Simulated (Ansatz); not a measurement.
**C₃H₄Se: how energies converge with the basis set**

The task here is to estimate one member of a computed series from the others.

The runs use Ansatz 0.2.0, Gaussian basis; one geometry, several basis sets.

Levels to be run: PBE0-D4/def2-SVP; ωB97M-V/def2-SVP; PBE0-D4/def2-QZVPP; ωB97M-V/def2-QZVPP; the functionals' def2-TZVPP values are taken from earlier runs.

### The geometry

An earlier PBE0-D4 in a triple-zeta def2 set relaxation fixed the geometry.

SMILES `C=C=C[SeH]`, 8 atoms, charge 0, spin multiplicity 1.

Atoms are counted from 1 here; the program's logs count them from 0.

Bond lengths: C1–C2 1.300 Å, C1–H5 1.086 Å, C1–H6 1.086 Å, C2–C3 1.298 Å, C3–Se4 1.911 Å, C3–H7 1.084 Å, Se4–H8 1.470 Å. Angles: C2–C1–H5 121.1°, C2–C1–H6 121.3°, H5–C1–H6 117.6°, C1–C2–C3 179.3°, C2–C3–Se4 121.7°, C2–C3–H7 121.6°, Se4–C3–H7 116.5°, C3–Se4–H8 94.7°.

The first run:

Contents of in.yaml:

```yaml
crystal:
  periodic: [false, false, false]
  atoms:
    - {symbol: C, position_ang: [-0.530110, 1.663458, -0.353222]}
    - {symbol: C, position_ang: [-0.048672, 0.524008, 0.045873]}
    - {symbol: C, position_ang: [0.439435, -0.615118, 0.430846]}
    - {symbol: Se, position_ang: [0.623813, -2.086327, -0.774461]}
    - {symbol: H, position_ang: [-1.581653, 1.902722, -0.228810]}
    - {symbol: H, position_ang: [0.103531, 2.410615, -0.820892]}
    - {symbol: H, position_ang: [0.842231, -0.753338, 1.427766]}
    - {symbol: H, position_ang: [0.243627, -3.103021, 0.217198]}
basis:
  gaussian: {orbitals: def2-SVP}
hamiltonian: {xc: pbe0, dispersion: d4}
output: {orbitals: {seedname: orbitals}}
```

Command:

```sh
ansatz run in.yaml --threads 2 --pin off --events-out ev --progress --plain --max-ram 4352MiB
```

Steps of the session up to this table: PBE0-D4 in def2-SVP; ωB97M-V in def2-SVP; PBE0-D4 in def2-QZVPP; ωB97M-V in def2-QZVPP.

One of the session's tables, all rows but one given; the rest of the session is left out.

It belongs to the step «Density functionals: the series». 

| functional | basis | HOMO (eV) | LUMO (eV) |
| --- | --- | --- | --- |
| PBE0-D4 | def2-SVP | -6.34 | -0.32 |
| PBE0-D4 | def2-TZVPP | ? | ? |
| PBE0-D4 | def2-QZVPP | -6.49 | -0.61 |
| ωB97M-V | def2-SVP | -8.46 | 1.86 |
| ωB97M-V | def2-TZVPP | -8.60 | 1.52 |
| ωB97M-V | def2-QZVPP | -8.62 | 1.33 |

**Question.** Estimate the row for PBE0-D4, def2-TZVPP.

As computed: HOMO (eV): -6.47; LUMO (eV): -0.54. In the column «HOMO (eV)» it lies between PBE0-D4, def2-QZVPP (-6.49) and PBE0-D4, def2-SVP (-6.34).
